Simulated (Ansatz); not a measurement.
# H5NO3Ti: a ladder of functionals and wavefunction methods

An exercise on one series of results from a longer session: the logs are not shown, and one member is left open.

Computed with Ansatz 0.2.0, Gaussian basis. Level: functionals in def2-TZVPP, the program's frozen cores in correlated methods.

The runs, in order: LDA (SPW92), PBE-D4, revPBE-D4, BLYP-D4, r2SCAN-D4, B97M-V, PBE0-D4, B3LYP-D4, r2SCANh-D4, r2SCAN0-D4, HSE06-D4, BHLYP-D4, CAM-B3LYP-D4, LC-ωPBE, ωB97X-V, ωB97M-V, B2PLYP, PBE-QIDH; CCSD(T)/def2-SVP; CCSD(T)/def2-TZVPP; MP2/def2-QZVPP; extrapolation to the limit; RPA on PBE.

## Structure used throughout

An earlier PBE0-D4 in a triple-zeta def2 set relaxation fixed the geometry.

10 atoms, charge 0, spin multiplicity 1.

Atoms are counted from 1 here; the program's logs count them from 0.

Bond lengths: N1–Ti2 1.881 Å, N1–H6 1.010 Å, N1–H7 1.010 Å, Ti2–O3 1.801 Å, Ti2–O4 1.805 Å, Ti2–O5 1.809 Å, O3–H8 0.958 Å, O4–H9 0.958 Å, O5–H10 0.957 Å. Angles: Ti2–N1–H6 124.6°, Ti2–N1–H7 124.2°, H6–N1–H7 110.6°, N1–Ti2–O3 107.1°, N1–Ti2–O4 108.0°, N1–Ti2–O5 110.5°, O3–Ti2–O4 113.7°, O3–Ti2–O5 109.2°, O4–Ti2–O5 108.4°, Ti2–O3–H8 129.9°, Ti2–O4–H9 130.4°, Ti2–O5–H10 128.3°.

Set-up of the first run:

Contents of in.yaml:

```yaml
crystal:
  periodic: [false, false, false]
  atoms:
    - {symbol: N, position_ang: [-0.894687, 0.083620, -1.304704]}
    - {symbol: Ti, position_ang: [0.121827, 0.017160, 0.277104]}
    - {symbol: O, position_ang: [0.746208, -1.665193, 0.433936]}
    - {symbol: O, position_ang: [-0.939300, 0.527352, 1.645659]}
    - {symbol: O, position_ang: [1.517899, 1.163106, 0.180669]}
    - {symbol: H, position_ang: [-1.713346, 0.659794, -1.436755]}
    - {symbol: H, position_ang: [-0.782357, -0.555809, -2.078263]}
    - {symbol: H, position_ang: [1.642532, -1.978681, 0.559603]}
    - {symbol: H, position_ang: [-1.415858, 0.003645, 2.290324]}
    - {symbol: H, position_ang: [1.800381, 1.693808, -0.564473]}
basis:
  gaussian: {orbitals: def2-TZVPP}
hamiltonian: {xc: lda}
output: {orbitals: {seedname: orbitals}}
```

Launch:

```sh
ansatz run in.yaml --threads 4 --pin off --events-out ev --progress --plain --max-ram 10444MiB
```

Among the steps run: LDA; PBE-D4 (GGA); revPBE-D4 (GGA); BLYP-D4 (GGA); r2SCAN-D4 (meta-GGA); B97M-V (meta-GGA); PBE0-D4 (hybrid); B3LYP-D4 (hybrid); r2SCANh-D4 (hybrid); r2SCAN0-D4 (hybrid); HSE06-D4 (hybrid); BHLYP-D4 (hybrid); CAM-B3LYP-D4 (range-separated); LC-ωPBE (range-separated); ωB97X-V (range-separated); ωB97M-V (range-separated); B2PLYP (double hybrid); PBE-QIDH (double hybrid).

One table of the session follows, with a row left open; its other results are not shown here.

It belongs to the step «Frontier levels by functional». 

```
  functional  HOMO (eV)  gap (eV)
 LDA (SPW92)      -6.20      3.88
      PBE-D4      -6.00      3.92
   revPBE-D4      -5.92      3.93
     BLYP-D4      -5.89      3.87
   r2SCAN-D4      -6.29      4.32
      B97M-V      -6.34      4.37
     PBE0-D4      -7.42      6.37
    B3LYP-D4      -7.19      5.82
  r2SCANh-D4      -6.83      5.25
  r2SCAN0-D4      -7.64      6.67
    HSE06-D4          ?         ?
    BHLYP-D4      -8.77      8.88
CAM-B3LYP-D4      -8.87      8.93
     LC-ωPBE     -10.26     11.53
     ωB97X-V      -9.88     11.11
     ωB97M-V      -9.80     10.75
```

Estimate the missing values for HSE06-D4.

As computed: HOMO (eV): -7.01; gap (eV): 5.58. In the column «HOMO (eV)» it lies between B3LYP-D4 (-7.19) and r2SCANh-D4 (-6.83).
